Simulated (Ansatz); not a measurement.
**Si₂H₄Cl₄ (built from SMILES Cl.[SiH3][Si](Cl)(Cl)Cl): search for a transition state**

Is there a first-order saddle for this four-centre ligand exchange, which should form Si1–Cl7, Si2–H6 and break Si1–Si2, H6–Cl7, and which two structures does it connect?

Program: Ansatz 0.2.0, Gaussian basis. Level of theory: PBE0-D4, def2-SVP first, then def2-TZVP. These are calculated values, not measurements.

153 further runs of the same task are left out: 1 that didn't finish, 152 set aside as unsound or not needed.

**1. The starting structure**

The guess: 10 atoms, charge 0, spin multiplicity 1.

Atoms are counted from 1 here; the program's logs count them from 0.

Bond lengths: Si1–Cl3 2.039 Å, Si1–Cl4 2.040 Å, Si1–Cl5 2.028 Å, Si2–H8 1.472 Å, Si2–H9 1.448 Å, Si2–H10 1.448 Å. Angles: Cl3–Si1–Cl4 106.4°, Cl3–Si1–Cl5 106.4°, Cl4–Si1–Cl5 106.1°, H8–Si2–H9 110.2°, H8–Si2–H10 110.2°, H9–Si2–H10 127.2°.

As a file:

```xyz
10
Cl4H4Si2
Si   -0.8630    0.5702   -0.9342
Si    0.6819   -1.0537    0.8933
Cl   -0.4033   -0.5826   -2.5521
Cl   -2.6363   -0.1336   -0.2126
Cl   -1.2457    2.4298   -1.6480
H     0.4766    1.0907    0.1812
Cl    1.7183    1.6564    1.1825
H    -0.0366   -2.2866    0.5326
H     2.0206   -1.0767    0.3420
H     0.2874   -0.6139    2.2154
```

Distances that are to change: Si1–Cl7 3.51 Å, Si2–H6 2.27 Å, Si1–Si2 2.89 Å, H6–Cl7 1.69 Å.

**2. Constrained relaxation of the guess**

hold/in.yaml reads:

```yaml
crystal:
  periodic: [false, false, false]
  atoms:
    - {symbol: Si, position_ang: [-0.863000, 0.570200, -0.934200]}
    - {symbol: Si, position_ang: [0.681900, -1.053700, 0.893300]}
    - {symbol: Cl, position_ang: [-0.403300, -0.582600, -2.552100]}
    - {symbol: Cl, position_ang: [-2.636300, -0.133600, -0.212600]}
    - {symbol: Cl, position_ang: [-1.245700, 2.429800, -1.648000]}
    - {symbol: H, position_ang: [0.476600, 1.090700, 0.181200]}
    - {symbol: Cl, position_ang: [1.718300, 1.656400, 1.182500]}
    - {symbol: H, position_ang: [-0.036600, -2.286600, 0.532600]}
    - {symbol: H, position_ang: [2.020600, -1.076700, 0.342000]}
    - {symbol: H, position_ang: [0.287400, -0.613900, 2.215400]}
basis:
  gaussian: {orbitals: def2-SVP}
hamiltonian: {xc: pbe0, dispersion: d4}
relax: {f_tol: 0.04, max_steps: 150, escape_saddle: false, constraints: [{distance: [0, 6]}, {distance: [1, 5]}, {distance: [0, 1]}, {distance: [5, 6]}]}
```

Command:

```bash
$ ansatz run in.yaml --threads 2 --pin off --events-out ev --progress --plain --max-ram 32768MiB --backend cpu
```

The runs that follow: Force constants to start from; Saddle search in the small basis; Saddle search in triple zeta; Checking the order of the point; Relaxing after a step of 0.30 Å one way along the mode; Relaxing after a step of 0.30 Å the other way along the mode.

What does the calculation give? Wanted: imaginary mode; barrier from the start side; barrier from the end side; energy of the step; pairs that change; zero-point energy at the saddle.

**Answer**, as computed:

| quantity | value |
| --- | --- |
| imaginary mode | 957i cm⁻¹ |
| barrier from the start side | 1.752 eV |
| barrier from the end side | 2.594 eV |
| energy of the step | -0.842 eV |
| pairs that change | Si1–H6 formed, Si2–Cl7 formed, Si1–Si2 broken, H6–Cl7 broken |
| zero-point energy at the saddle | 1.035 eV |

In words: The point has a single imaginary mode (957i cm⁻¹), as a transition state must. The two relaxations don't end on the planned structures: the search found another step. At PBE0-D4/def2-TZVP the electronic barrier is 1.752 eV, about 68 kT at 298 K, and the step runs 0.842 eV downhill.
